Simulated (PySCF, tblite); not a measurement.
# C₇H₁₁O radical: geometry, infrared bands and EPR parameters

What infrared bands and EPR parameters should C₇H₁₁O radical (`[CH2]C(=O)[C@H](C)CC=C`) show?

The runs use tblite 0.8.0 and PySCF 2.14.0, with density-fitted response routines of our own; the level of theory stands in each step. All values are computed, except where a source is named. Atoms count from 0, in the outputs and in this text.

## Step 1: The starting structure

19 atoms, charge 0, multiplicity 2; geometry from: force field or distance geometry start.

Bonds of the start (Å): C0–C1 1.47, C1–O2 1.24, C1–C3 1.49, C3–C4 1.51, C3–C5 1.49, C5–C6 1.48, C6–C7 1.36, C0–H8 1.10, C0–H9 1.12, C3–H10 1.11, C4–H11 1.10, C4–H12 1.12, C4–H13 1.12, C5–H14 1.11, C5–H15 1.11, C6–H16 1.08, C7–H17 1.08, C7–H18 1.08.

## Step 2: Optimising the geometry with GFN2-xTB

The job: settings as JSON, then the geometry in Å.

```
{"job": {"kind": "relax", "xc": "GFN2-xTB", "basis": "xTB"}, "charge": 0, "multiplicity": 2}
C     -2.032900     1.606800    -1.118600
C     -1.789300     0.463200    -0.220500
O     -2.595200     0.227400     0.691700
C     -0.592100    -0.419000    -0.344300
C     -0.674700    -1.459600     0.743300
C      0.613200     0.456400    -0.293000
C      1.900600    -0.263600    -0.406400
C      2.760300    -0.132500     0.638800
H     -1.211000     2.342100    -1.104900
H     -2.980500     2.094300    -0.763800
H     -0.592600    -0.946300    -1.320200
H      0.141600    -2.189900     0.732600
H     -1.632500    -2.020700     0.599600
H     -0.776400    -0.965700     1.739700
H      0.607900     1.019200     0.662200
H      0.540400     1.213400    -1.094700
H      2.190300    -0.876300    -1.242000
H      2.393400     0.487200     1.442100
H      3.719500    -0.627000     0.651100
```

The run is started by

```bash
$ OMP_NUM_THREADS=1 python probes_run.py task.json out
```

One launch serves the whole session: the jobs run in the order shown.

**Question.** This job is followed by: GFN2-xTB harmonic vibrations, gas phase; UKS B3LYP, pcH-1 on C H O, non-relativistic, mean-field spin-orbit, GIAO. What will the session give for the following? strongest single infrared mode (GFN2-xTB); zero-point energy (GFN2-xTB); g(iso) (B3LYP); ⟨S²⟩; largest a(iso) (averaged by class); surface potential, 1st and 99th percentile.

**Answer**, as computed:

| quantity | value |
| --- | --- |
| strongest single infrared mode (GFN2-xTB) | 1577 cm⁻¹, 167 km/mol |
| zero-point energy (GFN2-xTB) | 98.6 kcal/mol |
| g(iso) (B3LYP) | 2.00501 |
| ⟨S²⟩ | 0.764 (exact 0.75) |
| largest a(iso) (averaged by class) | 13C on C0, 71.0 MHz |
| surface potential, 1st and 99th percentile | -1.68 V and 1.26 V |

What this shows: Over 135 steps the energy fell by 0.929 eV; of the close pairs, C0–C1 changed most, 1.474 to 1.412 Å. All 51 modes are real, so the xTB geometry is a minimum. The strongest single mode, at 1577 cm⁻¹, moves mainly C1 and O2. GFN2-xTB is a fitted tight-binding method: band positions and strengths are rough. Its intensities can rank the bands wrongly. C0 carries the largest spin population, 0.89 e. The isotropic g lies 2.7 ppt above the free-electron value.
